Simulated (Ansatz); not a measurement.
# GeH2 (singlet): the correlation ladder, aug-cc-pVDZ

The task here is to estimate one member of a computed series from the others.

Computed with Ansatz 0.2.0, Gaussian basis. Level: aug-cc-pVDZ, core rule «outside noble gas», up to 14 orbitals frozen.

To be run: UHF; CCSD(T) on RHF; CCSD(T) on UHF; BCCD(T) on RHF; CISD; CCSDT(Q) on RHF; CCSDT(Q) on UHF; CASSCF and MRCISD+Q, 6 electrons in 6 orbitals; CASSCF and NEVPT2, 6 electrons in 6 orbitals.

16 further runs of the same task are left out: 6 that didn't finish, 10 set aside as unsound or not needed.

## What is computed

The geometry is a PBE0/def2-TZVP stationary point (not a proven minimum) of the parent state, kept for this charge and spin. No spin-orbit coupling is included. The filled d shell of Ge may be among the frozen orbitals whatever the setting's name suggests; the logs give the count.

3 atoms, charge 0, spin multiplicity 1.

Atoms are counted from 1 here; the program's logs count them from 0.

Bond lengths: Ge1–H2 1.552 Å, Ge1–H3 1.552 Å. Angles: H2–Ge1–H3 120.9°.

Set-up of the first run:

Input file in.yaml:

```yaml
crystal:
  periodic: [false, false, false]
  atoms:
    - {symbol: Ge, position_ang: [0.000000, -0.020660, 0.000000]}
    - {symbol: H, position_ang: [0.000000, 0.744460, -1.349862]}
    - {symbol: H, position_ang: [0.000000, 0.744460, 1.349862]}
basis:
  gaussian: {orbitals: aug-cc-pVDZ}
magnetization: {spin_polarized: true, initial_magnetization: 0}
hamiltonian: {xc: hf}
output: {orbitals: {seedname: orbitals}}
```

The run is started by

```
> ansatz run in.yaml --threads 1 --pin off --events-out ev --progress --plain --max-ram 2393MiB
```

Steps of the session up to this table: UHF; CCSD(T) on RHF; CCSD(T) on UHF; BCCD(T) on RHF; CISD; CCSDT(Q) on RHF; CCSDT(Q) on UHF; CASSCF and MRCISD+Q, 6 electrons in 6 orbitals; CASSCF and NEVPT2, 6 electrons in 6 orbitals.

One table of the session follows, with a row left open; its other results are not shown here.

| method | from RCCSDT(Q) (kJ/mol) |
| --- | --- |
| RHF | +308.9 |
| UHF | +284.9 |
| RMP2 | +80.0 |
| UMP2 | +84.6 |
| CISD | +22.0 |
| RCCSD | +8.5 |
| UCCSD | +10.4 |
| RCCSD(T) | +2.0 |
| UCCSD(T) | +3.7 |
| BCCD(T) | +2.0 |
| RCCSDT | +0.3 |
| UCCSDT | +0.7 |
| RCCSDT(Q) | 0 |
| UCCSDT(Q) | +0.4 |
| CASSCF valence | +177.0 |
| NEVPT2 valence | +57.5 |
| MRCISD valence | ? |
| MRCISD+Q valence | +0.5 |

Estimate the missing values for MRCISD valence.

**Answer.** from RCCSDT(Q) (kJ/mol): +7.6. In the column «from RCCSDT(Q) (kJ/mol)» it lies between UCCSD(T) (+3.7) and RCCSD (+8.5).

Caveats from the session: The determinant is far from a pure spin state, so its energy mixes those of several spin states (harmless only where they are near-degenerate, as at dissociation). Restricted and unrestricted rows rest on different reference determinants; where their highest levels disagree by more than a few hundredths of an eV, they describe different states and don't form one ladder.
